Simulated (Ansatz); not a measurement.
Run this with the Python package of Ansatz (0.2.0) and show what comes out.

`plan.py`
```python
"""What the engine would do for NiGe, without solving."""

import ansatz as az


def main() -> None:
    cell = (
        az.Lattice.orthorhombic(5.381, 3.428, 5.811)
        .space_group(62, hermann_mauguin="Pnma")
        .atom("Ni", (0.995, 0.75, 0.19))
        .atom("Ge", (0.812, 0.75, 0.583))
        .moments(Ni=1.5)
    )

    job = (
        cell.calculation()
        .basis(450)
        .spin(az.SpinTreatment.COLLINEAR)
        .kpoints(5, 7, 4)
        .occupations("gaussian", width=100 * az.meV)
    )
    session = job.session()
    print("features:", ", ".join(session.active_features))
    print("SCF threshold (eV):", session.dr2_threshold)
    planned = session.plan(dry_run=True)
    told = planned.describe()
    for name in ("ecut_ev", "ecutrho_ev", "n_bands", "nominal_top_band", "n_pw_range", "fft_dense", "fft_smooth", "n_sym_ops", "cell_volume_ang3"):
        print(f"{name:18s} {told[name]}")
    for notice in planned.prep()["deck_notices"]:
        print("resolved:", notice["kind"])


if __name__ == "__main__":
    main()
```

```console
$ python plan.py
features: AnyPaw, Paw, PbeFamilyXc, GeneratedGeometry, FractionalOccupations, GaussianSmearing, CollinearSpin
SCF threshold (eV): 1e-07
ecut_ev            450.0
ecutrho_ev         1800.0
n_bands            81
nominal_top_band   64
n_pw_range         [2297, 2342]
fft_dense          [40, 24, 45]
fft_smooth         [40, 24, 45]
n_sym_ops          8
cell_volume_ang3   107.190101148
resolved: crystallographic_orbits
resolved: space_group_sites
resolved: cutoff_auto_derived
resolved: n_bands_auto_derived
resolved: mixing_algorithm_auto_resolved
resolved: check_enabled
```
